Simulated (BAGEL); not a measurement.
# One shape, several levels: quartet C2HBBr

Wanted: a comparison of 3 runs (UHF/STO-3G, UHF/6-31G*, UHF/def2-SVPD) of quartet C2HBBr. 

The calculation is run with BAGEL 1.2.2.

27 further runs of the same task are left out: 3 that didn't finish, 24 set aside as unsound or not needed.

### Step 1. The molecule

C2HBBr: 5 atoms, total charge 0, spin state quartet. SMILES of the parent species: `[C]#CBBr`. The shape is that of a GFN2-xTB optimisation. That shape belongs to the parent species and isn't relaxed for this state.

Bond lengths: C1–C2 1.206 Å, C2–B3 1.502 Å, B3–Br4 1.856 Å, B3–H5 1.170 Å. Angles: C1–C2–B3 176.6°, C2–B3–Br4 120.1°, C2–B3–H5 119.4°, Br4–B3–H5 120.6°.

### Step 2. A single-point energy at UHF/STO-3G (density fitting with qzvpp-jkfit) (run 1)

Contents of input.json:

```json
{ "bagel": [

{
  "title": "molecule",
  "basis": "sto-3g",
  "df_basis": "qzvpp-jkfit",
  "angstrom": true,
  "geometry": [
    { "atom": "C", "xyz": [       0.659260,      -1.498860,       1.417830 ] },
    { "atom": "C", "xyz": [       0.389300,      -0.624030,       0.632740 ] },
    { "atom": "B", "xyz": [      -0.029720,       0.431600,      -0.350490 ] },
    { "atom": "Br", "xyz": [      -1.768280,       0.459670,      -1.000140 ] },
    { "atom": "H", "xyz": [       0.749440,       1.231620,      -0.699940 ] }
  ]
},

{ "title": "uhf", "nopen": 3 },

{ "title": "print", "file": "orbitals.molden", "orbitals": true }

]}
```

The run is started by

```console
$ BAGEL_NUM_THREADS=1 BAGEL input.json > input.out
```

Standard output:

```text
* using 1 threads per process

  ===============================================================
  ===============================================================

  *** Geometry ***

  { "atom" : "C", "xyz" : [      1.245821,     -2.832435,      2.679310 ] },
  { "atom" : "C", "xyz" : [      0.735670,     -1.179246,      1.195705 ] },
  { "atom" : "B", "xyz" : [     -0.056163,      0.815606,     -0.662330 ] },
  { "atom" : "Br", "xyz" : [     -3.341565,      0.868650,     -1.889991 ] },
  { "atom" : "H", "xyz" : [      1.416236,      2.327424,     -1.322695 ] },

  Number of auxiliary basis functions:      509

  Since a DF basis is specified, we compute 2- and 3-index integrals:
    o Being stored without compression. Storage requirement is 0.005 GB

  Number of basis functions:       34
  Number of electrons      :       53

    * METHOD: MOLECULE                             0.22

  *** Open-shell HF ***

  === Nuclear Repulsion ===
   159.9423297620

      * DIIS with orbital gradients will be used.

  === UHF iteration (sto-3g) ===
      0      -2644.03934956          0.01690345           0.06
      1      -2644.10805776          0.00892469           0.06
      2      -2644.13330605          0.00564289           0.06
      3      -2644.14428420          0.00379370           0.06
      4      -2644.15244905          0.00192487           0.05
      5      -2644.15355462          0.00127183           0.06
      6      -2644.15476949          0.00044249           0.06
      7      -2644.15490637          0.00013485           0.05
      8      -2644.15491800          0.00005979           0.05
      9      -2644.15492121          0.00003960           0.06
     10      -2644.15492295          0.00002541           0.06
     11      -2644.15492412          0.00000841           0.06
     12      -2644.15492420          0.00000355           0.06
     13      -2644.15492421          0.00000193           0.06
     14      -2644.15492422          0.00000154           0.05
     15      -2644.15492422          0.00000136           0.06
     16      -2644.15492422          0.00000136           0.05
     17      -2644.15492422          0.00000135           0.06
     18      -2644.15492422          0.00000125           0.06
     19      -2644.15492421          0.00000087           0.05
     20      -2644.15492421          0.00000035           0.05
     21      -2644.15492421          0.00000017           0.05
     22      -2644.15492421          0.00000007           0.05
     23      -2644.15492421          0.00000003           0.05
     24      -2644.15492421          0.00000001           0.05
     25      -2644.15492421          0.00000001           0.06
    * SCF iteration converged.

    * S^2 (UHF) is 3.8243

    * Permanent dipole moment:
           (   -0.829950,     0.958923,    -1.054567) a.u.

    * METHOD: UHF                                  1.57

    * METHOD: PRINT                                0.00

  ===============================================================
```

Wall time 2.4 s (1 thread of Intel Xeon Platinum 8375C at 2.90GHz (Ice Lake), shared host); peak memory 0.079 GiB.

### Step 3. The energy at UHF/6-31G(d) (density fitting with qzvpp-jkfit, spherical functions) (run 2)

input.json: that of step 2 with these lines changed.

```diff
@@ -4,3 +4,3 @@
   "title": "molecule",
-  "basis": "sto-3g",
+  "basis": "6-31gs.json",
   "df_basis": "qzvpp-jkfit",
@@ -16,5 +16,12 @@
 
-{ "title": "uhf", "nopen": 3 },
+{
+  "title": "uhf",
+  "nopen": 3
+},
 
-{ "title": "print", "file": "orbitals.molden", "orbitals": true }
+{
+  "title": "print",
+  "file": "orbitals.molden",
+  "orbitals": true
+}
```

The basis set 6-31G* is read from a file made from the Basis Set Exchange's data (not shown).

The run is started by

```console
$ BAGEL_NUM_THREADS=1 BAGEL input.json > input.out
```

Standard output:

```text
* using 1 threads per process

  ===============================================================
  ===============================================================

  *** Geometry ***

  { "atom" : "C", "xyz" : [      1.245821,     -2.832435,      2.679310 ] },
  { "atom" : "C", "xyz" : [      0.735670,     -1.179246,      1.195705 ] },
  { "atom" : "B", "xyz" : [     -0.056163,      0.815606,     -0.662330 ] },
  { "atom" : "Br", "xyz" : [     -3.341565,      0.868650,     -1.889991 ] },
  { "atom" : "H", "xyz" : [      1.416236,      2.327424,     -1.322695 ] },

  Number of auxiliary basis functions:      509

  Since a DF basis is specified, we compute 2- and 3-index integrals:
    o Being stored without compression. Storage requirement is 0.024 GB

  Number of basis functions:       76
  Number of electrons      :       53

    * METHOD: MOLECULE                             0.28

  *** Open-shell HF ***

  === Nuclear Repulsion ===
   159.9423297620

      * DIIS with orbital gradients will be used.

  === UHF iteration (6-31gs.json) ===
      0      -2672.73095201          0.01602485           0.14
      1      -2672.80799528          0.00775582           0.14
      2      -2672.83785041          0.00535044           0.13
      3      -2672.85107934          0.00352091           0.13
      4      -2672.86302759          0.00198043           0.13
      5      -2672.86458011          0.00111695           0.14
      6      -2672.86590897          0.00056448           0.15
      7      -2672.86628746          0.00029412           0.14
      8      -2672.86639261          0.00013459           0.13
      9      -2672.86641581          0.00004372           0.14
[... 14 lines of this table left out ...]
     24      -2672.86641947          0.00000006           0.14
     25      -2672.86641947          0.00000003           0.13
     26      -2672.86641947          0.00000001           0.13
     27      -2672.86641948          0.00000001           0.13
    * SCF iteration converged.

    * S^2 (UHF) is 3.8171

    * Permanent dipole moment:
           (   -0.843871,     0.860921,    -0.982205) a.u.

    * METHOD: UHF                                  4.17

    * METHOD: PRINT                                0.01

  ===============================================================
```

Wall time 5.4 s (1 thread of Intel Xeon Platinum 8375C at 2.90GHz (Ice Lake), shared host); peak memory 0.12 GiB.

### Step 4. A single-point energy at UHF/def2-SVPD (density fitting with qzvpp-jkfit) (run 3)

Contents of job.json:

```json
{ "bagel": [

{
  "title": "molecule",
  "basis": "def2-svpd.json",
  "df_basis": "qzvpp-jkfit",
  "angstrom": true,
  "geometry": [
    { "atom": "C", "xyz": [       0.659260,      -1.498860,       1.417830 ] },
    { "atom": "C", "xyz": [       0.389300,      -0.624030,       0.632740 ] },
    { "atom": "B", "xyz": [      -0.029720,       0.431600,      -0.350490 ] },
    { "atom": "Br", "xyz": [      -1.768280,       0.459670,      -1.000140 ] },
    { "atom": "H", "xyz": [       0.749440,       1.231620,      -0.699940 ] }
  ]
},

{ "title": "uhf", "nopen": 3 },

{ "title": "print", "file": "orbitals.molden", "orbitals": true }

]}
```

The basis set def2-SVPD is read from a file made from the Basis Set Exchange's data (not shown).

The run is started by

```console
$ BAGEL_NUM_THREADS=1 BAGEL job.json > job.out
```

Standard output:

```text
* using 1 threads per process

  ===============================================================
  ===============================================================

  *** Geometry ***

  { "atom" : "C", "xyz" : [      1.245821,     -2.832435,      2.679310 ] },
  { "atom" : "C", "xyz" : [      0.735670,     -1.179246,      1.195705 ] },
  { "atom" : "B", "xyz" : [     -0.056163,      0.815606,     -0.662330 ] },
  { "atom" : "Br", "xyz" : [     -3.341565,      0.868650,     -1.889991 ] },
  { "atom" : "H", "xyz" : [      1.416236,      2.327424,     -1.322695 ] },

  Number of auxiliary basis functions:      509

  Since a DF basis is specified, we compute 2- and 3-index integrals:
    o Being stored without compression. Storage requirement is 0.048 GB

  Number of basis functions:      109
  Number of electrons      :       53

    * METHOD: MOLECULE                             0.33

  *** Open-shell HF ***

  === Nuclear Repulsion ===
   159.9423297620

      * DIIS with orbital gradients will be used.

  === UHF iteration (def2-svpd.json) ===
      0      -2672.62846460          0.01701086           0.24
      1      -2672.71913606          0.01059670           0.24
      2      -2672.75587042          0.00747966           0.22
      3      -2672.77402717          0.00297732           0.21
      4      -2672.78750179          0.00175860           0.21
      5      -2672.78933603          0.00103069           0.21
      6      -2672.79084302          0.00050043           0.21
      7      -2672.79130019          0.00027706           0.24
      8      -2672.79142129          0.00011640           0.23
      9      -2672.79144693          0.00004002           0.21
[... 15 lines of this table left out ...]
     25      -2672.79145081          0.00000003           0.21
     26      -2672.79145081          0.00000002           0.22
     27      -2672.79145081          0.00000001           0.22
     28      -2672.79145081          0.00000001           0.23
    * SCF iteration converged.

    * S^2 (UHF) is 3.8181

    * Permanent dipole moment:
           (   -0.787258,     0.826641,    -0.934574) a.u.

    * METHOD: UHF                                  6.59

    * METHOD: PRINT                                0.02

  ===============================================================
```

Run time: 7.8 s. Hardware: 1 thread of Intel Xeon Platinum 8375C at 2.90GHz (Ice Lake), shared host; peak memory 0.16 GiB.

### Step 5. Overview of the runs

```
run                                                               level   energy (Eh)  dipole moment (D)   ⟨S²⟩  wall time
  1                       UHF/STO-3G (density fitting with qzvpp-jkfit)  -2644.154924               4.19  3.824      2.4 s
  2  UHF/6-31G* (density fitting with qzvpp-jkfit, spherical functions)  -2672.866419               3.95  3.817      5.4 s
  3                    UHF/def2-SVPD (density fitting with qzvpp-jkfit)  -2672.791451               3.75  3.818      7.8 s
```

### Step 6. What came out

| quantity | value |
| --- | --- |
| run 3: total energy | -2672.79145 Eh |
| run 3: dipole moment | 3.75 D |
| run 3: ⟨S²⟩ | 3.818 |

**Reading.** The dipole moment (its size) runs from 3.75 D (UHF/def2-SVPD) to 4.19 D (UHF/STO-3G). In run 1 the basis is minimal, so the values are rough. All runs together took 16 s, the longest 7.8 s.
